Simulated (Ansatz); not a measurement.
Predict the output of the script below (Ansatz 0.2.0, Python API).

The script, `deck_cl2geh4sn.py`:
```python
import ansatz as az
import numpy as np

deck = {
    "crystal": {
        "periodic": [False, False, False],
        "atoms": [
            {"symbol": "Cl", "position_ang": [1.5399, -1.663, 1.9953]},
            {"symbol": "Sn", "position_ang": [1.1803, -0.03, 0.2738]},
            {"symbol": "Cl", "position_ang": [2.3233, -0.7046, -1.6655]},
            {"symbol": "Ge", "position_ang": [-1.2693, 0.176, -0.2817]},
            {"symbol": "H", "position_ang": [1.7868, 1.5212, 0.7902]},
            {"symbol": "H", "position_ang": [-2.1158, 0.6263, 0.9886]},
            {"symbol": "H", "position_ang": [-1.5194, 1.2132, -1.4001]},
            {"symbol": "H", "position_ang": [-1.8337, -1.1962, -0.7564]},
        ],
    },
    "basis": {"gaussian": {"orbitals": "def2-SVP"}},
    "hamiltonian": {"xc": "hf"},
    "output": {"forces": True},
}
session = az.Session.from_dict(deck)
summary = session.plan(threads=1).execute().report

for key in ("converged", "free_energy_ev", "reference_energy_ev", "n_frozen", "n_occupied", "n_virtual"):
    print(f"{key:22s} {summary[key]}")
symbols = ["Cl", "Sn", "Cl", "Ge", "H", "H", "H", "H"]

print("forces (eV/A)")
for symbol, f in zip(symbols, summary["forces_ev_ang"]):
    print(f"  {symbol:2s} {f[0]:9.4f} {f[1]:9.4f} {f[2]:9.4f}")
charges = summary["charge_distribution"]
print("dipole moment", round(4.803205 * float(np.linalg.norm(charges["dipole_moment_e_ang"])), 3), "D")
print("Mulliken:", [(s, round(q, 3)) for s, q in zip(symbols, charges["mulliken_charges_e"])])
```

Running `python deck_cl2geh4sn.py` prints:
```text
converged              True
free_energy_ev         -87336.99678274106
reference_energy_ev    -87336.99678274106
n_frozen               0
n_occupied             [46, 46]
n_virtual              [68, 68]
forces (eV/A)
  Cl   -0.0242    0.5072   -0.5657
  Sn    0.9756    0.4058    0.8313
  Cl    0.1025   -0.0472    0.0935
  Ge   -2.2754   -0.2056    0.0951
  H     0.1344   -0.6817   -0.0929
  H     0.6477   -0.2428   -0.6812
  H     0.2322   -0.1273    0.1855
  H     0.2074    0.3916    0.1345
dipole moment 2.965 D
Mulliken: [('Cl', -0.387), ('Sn', 0.938), ('Cl', -0.379), ('Ge', 0.23), ('H', -0.14), ('H', -0.089), ('H', -0.089), ('H', -0.085)]
```

Total energies depend on the basis set; only differences at equal settings carry meaning. The geometry is a force-field or estimated start, not a minimum of this method, and the basis set is short of its limit. def2 sets replace the cores of elements past krypton by effective core potentials. It ran for 3.6 s on 1 thread of Arm Neoverse V2, with other jobs on the host, peak memory 0.32 GiB.
